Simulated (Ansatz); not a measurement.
**CH7NSn (SMILES C[NH][SnH3]) at PBE-QIDH/def2-SVP (core potential)**

Aim: the electronic atomisation energy of CH7NSn at PBE-QIDH/def2-SVP (core potential), from 5 runs. 

The results are computed with Ansatz 0.2.0.

74 further runs of the same task are left out: 74 set aside as unsound or not needed.

## (1) The molecule

CH7NSn: 10 atoms, total charge 0, spin state singlet. As SMILES, `C[NH][SnH3]`. Geometry: relaxed at PBE0-D4/def2-TZVP.

Bond lengths: C1–N2 1.451 Å, N2–Sn3 2.028 Å, C1–H4 1.095 Å, C1–H5 1.094 Å, C1–H6 1.101 Å, N2–H7 1.011 Å, Sn3–H8 1.705 Å, Sn3–H9 1.706 Å, Sn3–H10 1.718 Å. Some angles: C1–N2–Sn3 118.3°, C1–N2–H7 111.0°, Sn3–N2–H7 112.3°, N2–C1–H4 110.3°, N2–C1–H5 109.7°, N2–C1–H6 115.2°, N2–Sn3–H8 106.4°, N2–Sn3–H9 105.8°, N2–Sn3–H10 112.2°, H4–C1–H5 106.6°.

## (2) The energy at PBE-QIDH/def2-SVP (core potential)

molecule.yaml reads:

```yaml
crystal:
  periodic: [false, false, false]
  atoms:
    - {symbol: C, position_ang: [-0.898400, 0.758000, -0.879200]}
    - {symbol: N, position_ang: [-0.343000, -0.532900, -0.516500]}
    - {symbol: Sn, position_ang: [0.897300, -0.629400, 1.085100]}
    - {symbol: H, position_ang: [-1.664200, 0.637600, -1.652700]}
    - {symbol: H, position_ang: [-1.396800, 1.201100, -0.011700]}
    - {symbol: H, position_ang: [-0.168200, 1.494600, -1.247500]}
    - {symbol: H, position_ang: [0.037300, -1.004000, -1.326200]}
    - {symbol: H, position_ang: [1.451700, -2.239000, 1.169900]}
    - {symbol: H, position_ang: [-0.052600, -0.195500, 2.433700]}
    - {symbol: H, position_ang: [2.220200, 0.458400, 0.948000]}
basis:
  gaussian:
    orbitals: def2-SVP
hamiltonian:
  xc: {name: PBE-QIDH}
correlation:
  frozen_orbitals: {C: 1, H: 0, "N": 1, Sn: 4}
accuracy: high
output:
  orbitals: {seedname: orbitals}
```

Command:

```
$ ansatz run molecule.yaml --threads 1 --pin off --max-ram 3480MiB --events-out events.jsonl --progress --plain --runs-dir runs
```

Standard output:

```text
Warning: RAYON_NUM_THREADS=1 ignored (pool sized by the plan → 1); use --threads N
Functional definition: PBE-QIDH
  name "PBE-QIDH"
  parameter a = 3^(-1/3)
  parameter c = 1/3
  exchange = (1 - a)*pbe_x + a*exact_x
  correlation = (1 - c)*pbe_c + c*(mp2_os + mp2_ss)
2266 factors; integrals over basis functions are off by at most 3.0e-9 eV
mean field evaluation 1: about -8450.4569 eV, gradient 3.5e1 eV
mean field evaluation 2: about -8450.5446 eV, gradient 3.5e1 eV
mean field evaluation 4: about -8453.3865 eV, gradient 2.8e0 eV
mean field evaluation 8: about -8453.4110 eV, gradient 2.9e-2 eV
mean field evaluation 16: about -8453.4110 eV, gradient 9.1e-6 eV
mean field -8453.41097992 eV, -310.6571235844 hartree, gradient 1.1e-8 eV, S^2 0.000000; 0 other end points of the search recorded, 0 dependent functions left out
6 core orbitals not correlated: weight in the atoms' cores, before any rotation towards them, 1.000 or more for the frozen orbitals, at most 0.000 for the correlated occupied ones
reference -8453.41098115 eV, -310.6571236293 hartree; 15, 15 occupied and 68, 68 virtual orbitals, 2266 factors
second order -13.62508055 eV of doubles, -0.00000000 eV of singles
Total energy: -8457.95267466 eV, -310.8240277877 hartree
```

Run time: 11 s. Hardware: 1 thread of Arm Neoverse V2, shared host; peak memory 0.32 GiB.

## (3) The C atom

in.yaml reads:

```yaml
crystal:
  periodic: [false, false, false]
  atoms:
    - {symbol: C, position_ang: [0.000000, 0.000000, 0.000000]}
basis:
  gaussian:
    orbitals: def2-SVP
accuracy: high
magnetization:
  spin_polarized: true
  initial_magnetization: 2
hamiltonian:
  xc: {name: PBE-QIDH}
correlation:
  frozen_orbitals: {C: 1}
```

Run the same way, it converges to -37.74856 Eh (log not shown).

## (4) The H atom

job.yaml reads:

```yaml
crystal:
  periodic: [false, false, false]
  atoms:
    - symbol: H
      position_ang: [0.000000, 0.000000, 0.000000]
basis:
  gaussian:
    orbitals: def2-SVP
magnetization:
  spin_polarized: true
  initial_magnetization: 1
hamiltonian:
  xc: {name: PBE-QIDH}
correlation:
  frozen_orbitals: {H: 0}
accuracy: high
```

Run the same way, it converges to -0.50124 Eh (log not shown).

## (5) The N atom, same level

job.yaml reads:

```yaml
crystal:
  periodic: [false, false, false]
  atoms:
    - {symbol: N, position_ang: [0.000000, 0.000000, 0.000000]}
basis:
  gaussian: {orbitals: def2-SVP}
magnetization: {spin_polarized: true, initial_magnetization: 3}
hamiltonian: {xc: {name: PBE-QIDH}}
correlation: {frozen_orbitals: {"N": 1}}
accuracy: high
```

Run the same way, it converges to -54.46675 Eh (log not shown).

## (6) The Sn atom at the same level

run.yaml reads:

```yaml
crystal:
  periodic: [false, false, false]
  atoms:
    - symbol: Sn
      position_ang: [0.000000, 0.000000, 0.000000]
basis:
  gaussian: {orbitals: def2-SVP}
correlation: {frozen_orbitals: {Sn: 4}}
accuracy: high
hamiltonian: {xc: {name: PBE-QIDH}}
magnetization: {spin_polarized: true, initial_magnetization: 2}
```

Run the same way, it converges to -213.97825 Eh (log not shown).

## (7) Outcome

At PBE-QIDH/def2-SVP (core potential), 6 core orbitals frozen:

```
                                     quantity          value
                       molecule: total energy  -310.82403 Eh
  molecule: HOMO energy (SCF part's orbitals)       -8.59 eV
  molecule: LUMO energy (SCF part's orbitals)        1.94 eV
molecule: HOMO–LUMO gap (SCF part's orbitals)       10.53 eV
                         C atom: total energy   -37.74856 Eh
                                 C atom: ⟨S²⟩          2.004
                         H atom: total energy    -0.50124 Eh
                                 H atom: ⟨S²⟩          0.750
                         N atom: total energy   -54.46675 Eh
                                 N atom: ⟨S²⟩          3.754
                        Sn atom: total energy  -213.97825 Eh
                                Sn atom: ⟨S²⟩          2.006
                electronic atomisation energy      30.525 eV
```

Taking the molecule apart into free atoms costs 30.53 eV (2945 kJ/mol), before zero-point energy and without spin-orbit coupling.
